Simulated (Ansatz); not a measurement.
HfIn4SiO6 in Ansatz: the effect of Hubbard term

Crystal: HfIn4SiO6.

```
Hf In Si O
1.0
     2.41414   -8.12134   -0.00008
     2.41414    8.12134   -0.00008
    -0.99593    0.00000    4.72934
Hf In Si O
1 4 1 6
Direct
  0.00000 0.00000 0.00000
  0.66331 0.33669 0.00000
  0.16209 0.83791 0.50000
  0.33669 0.66331 0.00000
  0.83791 0.16209 0.50000
  0.50000 0.50000 0.50000
  0.73030 0.73030 0.27048
  0.26970 0.26970 0.72952
  0.19567 0.35702 0.27610
  0.64298 0.80433 0.72390
  0.80433 0.64298 0.72390
  0.35702 0.19567 0.27610
```

The cell was built by a generator and needn't be a form met in nature.

Alike in all runs:

* Program: Ansatz 0.2.0
* Task: projected density of states
* Functional: PBE
* Potentials or basis: Ansatz PAW
* Cutoff: 420 eV (not typed: the program's choice for these potentials)
* k mesh: 6 × 6 × 6
* Occupations: fermi-dirac, width 0.05 eV
* Spin: no spin polarisation
* Hubbard projectors: ortho-atomic (the default)
* Double counting: fll (the default)

```tsv
Hubbard term	pressure (GPa)	largest force (eV/Å)
Hf d U = 2 eV	?	?
Hf d U = 4 eV	0.9	0.36
Hf d U = 6 eV	1.5	0.58
Hf d U = 8 eV	2.1	0.82
```

**Question.** What does the run with Hubbard term Hf d U = 2 eV give?

**Answer.** Pressure 0.5 GPa; largest force 0.16 eV/Å.

Worked out: A straight line through the other rows of the pressure, of slope 0.3 GPa per eV, extrapolates to 0.3 GPa, against the run's 0.5. The fit is too stiff a form for this range. A straight line through the other rows of the largest force, of slope 0.115 eV/Å per eV, extrapolates to 0.13 eV/Å, against the run's 0.16.

Caveats: U without spin polarisation on a metal has little footing; the density of states is complete only up to the lowest level of the last band computed.
